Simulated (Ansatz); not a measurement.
# Br2Ge: rigid scan of one bond length from a Python script

How does the energy of Br2Ge change as one bond is stretched? A script is to give a rigid scan of one bond length; the system is Br2Ge. SMILES: [Br][Ge][Br].

All numbers are computed with Ansatz 0.2.0, driven from Python. Level of theory: r2SCAN0/def2-SVP.

**1. The structure**

Bond lengths: Br1–Ge2 2.295 Å, Ge2–Br3 2.301 Å. Angles: Br1–Ge2–Br3 108.2°.

The script holds or builds the structure itself.

**2. The script**

run_scan.py

```python
'''Stretching a bond of Br2Ge, the rest held rigid.'''

import ansatz
import numpy as np

BASIS = 'def2-SVP'
FUNCTIONAL = 'r2scan0'

GEOMETRY = '''
Br   -0.35050    1.81390   -0.41780
Ge   -0.81430   -0.34360    0.21070
Br    1.15380   -1.53510    0.19380
'''

geometry = ansatz.Crystal.molecule()
for line in GEOMETRY.strip().splitlines():
    symbol, *xyz = line.split()
    geometry = geometry.atom(symbol, [float(v) for v in xyz])

symbols = [site.symbol for site in geometry.cartesian_sites]
start = np.array([site.position_ang for site in geometry.cartesian_sites])
axis = (start[0] - start[1]) / np.linalg.norm(start[0] - start[1])
moving = [0]
lengths, energies = [1.95, 2.11, 2.29, 2.52, 2.87, 3.44, 4.13, 5.05], []
for length in lengths:
    xyz = start.copy()
    xyz[moving] += (length - np.linalg.norm(start[0] - start[1])) * axis
    point = ansatz.Crystal.molecule()
    for symbol, place in zip(symbols, xyz):
        point = point.atom(symbol, place.tolist())
    base = point.calculation()
    base = base.basis(gaussian=BASIS).functional(FUNCTIONAL)
    summary = base.run(threads=1).report
    energies.append(summary['free_energy_ev'])
    print(f'r = {length:6.3f} A  E = {energies[-1]:.5f} eV  <S^2> = {abs(summary["mean_field"]["state"]["spin_squared"]):.3f}')

print('energy above the lowest point (eV):', [round(e - min(energies), 3) for e in energies])
```

**3. What the engine is handed**

The engine receives this input (first run):

```yaml
crystal:
  periodic: [false, false, false]
  atoms:
    - { symbol: Br, position_ang: [-0.4201431316864981, 1.4899348067839162, -0.32342589852314774] }
    - { symbol: Ge, position_ang: [-0.8143, -0.3436, 0.2107] }
    - { symbol: Br, position_ang: [1.1538, -1.5351, 0.1938] }
basis:
  gaussian:
    orbitals: def2-SVP
hamiltonian:
  xc: r2scan0
```

**4. The run**

Started as:

```bash
python run_scan.py
```

Without the output at hand: what should come out? Wanted: range of energy; lowest point, distance.

**Answer**, as computed:

| quantity | value |
| --- | --- |
| runs compared | 8 |
| range of energy | 3.947 eV |
| lowest point, distance (Å) | 2.29 |

In words: The lowest point, at 2.29, lies inside the range. The ends stand 1.59 and 3.95 eV above it. The distance scanned is the script's pair 1, 0. The dearest, run 8 (distance 5.05), took some 5.9 times as long as run 5 (distance 2.87). What to keep in mind:
- The rest of the molecule is held rigid at a force-field or estimated start geometry, and the basis set is modest; single-reference methods fail as a bond breaks.
- The orbitals are restricted, so S² is zero by construction.
- Toward dissociation an unrestricted state lies under the restricted one, by 1 to 2 eV or more.
